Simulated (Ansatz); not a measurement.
# C₂H₄F₂O₂Si: a ladder of functionals and wavefunction methods

The task here is to estimate one member of a computed series from the others.

Computed with Ansatz 0.2.0, Gaussian basis. Level: functionals in def2-TZVPP, the program's frozen cores in correlated methods.

Plan: LDA (SPW92), PBE-D4, revPBE-D4, BLYP-D4, r2SCAN-D4, B97M-V, PBE0-D4, B3LYP-D4, r2SCANh-D4, r2SCAN0-D4, HSE06-D4, BHLYP-D4, CAM-B3LYP-D4, LC-ωPBE, ωB97X-V, ωB97M-V, B2PLYP, PBE-QIDH; CCSD(T)/def2-SVP; CCSD(T)/def2-TZVPP; MP2/def2-QZVPP; extrapolation to the limit; RPA on PBE.

### The relaxed structure

The geometry comes from an earlier relaxation with PBE0-D4 in a triple-zeta def2 set; it is a stationary point, not always the lowest conformer.

SMILES `CC(=O)O[SiH](F)F`, 11 atoms, charge 0, spin multiplicity 1.

Atoms are counted from 1 here; the program's logs count them from 0.

Bond lengths: C1–C2 1.490 Å, C1–H8 1.087 Å, C1–H9 1.092 Å, C1–H10 1.092 Å, C2–O3 1.200 Å, C2–O4 1.354 Å, O4–Si5 1.658 Å, Si5–F6 1.578 Å, Si5–F7 1.575 Å, Si5–H11 1.462 Å. Angles: C2–C1–H8 109.9°, C2–C1–H9 109.6°, C2–C1–H10 109.4°, H8–C1–H9 110.4°, H8–C1–H10 110.3°, H9–C1–H10 107.1°, C1–C2–O3 126.3°, C1–C2–O4 112.6°, O3–C2–O4 121.1°, C2–O4–Si5 118.1°, O4–Si5–F6 103.6°, O4–Si5–F7 110.2°, O4–Si5–H11 114.1°, F6–Si5–F7 107.4°, F6–Si5–H11 109.6°, F7–Si5–H11 111.5°.

Set-up of the first run:

Contents of in.yaml:

```yaml
crystal:
  periodic: [false, false, false]
  atoms:
    - {symbol: C, position_ang: [0.795435, -0.770262, 1.638726]}
    - {symbol: C, position_ang: [0.551371, -0.390927, 0.218275]}
    - {symbol: O, position_ang: [1.233626, -0.687448, -0.723647]}
    - {symbol: O, position_ang: [-0.565661, 0.359422, 0.064979]}
    - {symbol: Si, position_ang: [-0.951557, 0.880971, -1.461122]}
    - {symbol: F, position_ang: [-2.211889, 1.801322, -1.230470]}
    - {symbol: F, position_ang: [-1.413406, -0.334108, -2.349629]}
    - {symbol: H, position_ang: [1.702730, -1.363749, 1.712754]}
    - {symbol: H, position_ang: [0.879309, 0.131123, 2.249019]}
    - {symbol: H, position_ang: [-0.059214, -1.335689, 2.015650]}
    - {symbol: H, position_ang: [0.104559, 1.652345, -2.114035]}
basis:
  gaussian: {orbitals: def2-TZVPP}
hamiltonian: {xc: lda}
output: {orbitals: {seedname: orbitals}}
```

Launch:

```console
$ ansatz run in.yaml --threads 2 --pin off --events-out ev --progress --plain --max-ram 32768MiB --backend cuda --devices 0, --max-vram 18GiB
```

Steps of the session up to this table: LDA; PBE-D4 (GGA); revPBE-D4 (GGA); BLYP-D4 (GGA); r2SCAN-D4 (meta-GGA); B97M-V (meta-GGA); PBE0-D4 (hybrid); B3LYP-D4 (hybrid); r2SCANh-D4 (hybrid); r2SCAN0-D4 (hybrid); HSE06-D4 (hybrid); BHLYP-D4 (hybrid); CAM-B3LYP-D4 (range-separated); LC-ωPBE (range-separated); ωB97X-V (range-separated); ωB97M-V (range-separated); B2PLYP (double hybrid); PBE-QIDH (double hybrid).

One of the session's tables, all rows but one given; the rest of the session is left out.

It belongs to the step «Orbital energies across the functionals». 

| functional | HOMO (eV) | gap (eV) |
| --- | --- | --- |
| LDA (SPW92) | -7.16 | 5.26 |
| PBE-D4 | ? | ? |
| revPBE-D4 | -6.86 | 5.35 |
| BLYP-D4 | -6.86 | 5.35 |
| r2SCAN-D4 | -7.30 | 5.96 |
| B97M-V | -7.44 | 6.23 |
| PBE0-D4 | -8.66 | 8.18 |
| B3LYP-D4 | -8.40 | 7.63 |
| r2SCANh-D4 | -7.95 | 7.02 |
| r2SCAN0-D4 | -8.92 | 8.61 |
| HSE06-D4 | -8.25 | 7.38 |
| BHLYP-D4 | -10.33 | 11.09 |
| CAM-B3LYP-D4 | -10.17 | 10.88 |
| LC-ωPBE | -11.49 | 13.46 |
| ωB97X-V | -11.15 | 13.06 |
| ωB97M-V | -11.10 | 12.90 |

**Question.** Estimate the row for PBE-D4.

The run gave: HOMO (eV): -6.94; gap (eV): 5.33. In the column «HOMO (eV)» it lies between LDA (SPW92) (-7.16) and revPBE-D4 (-6.86).
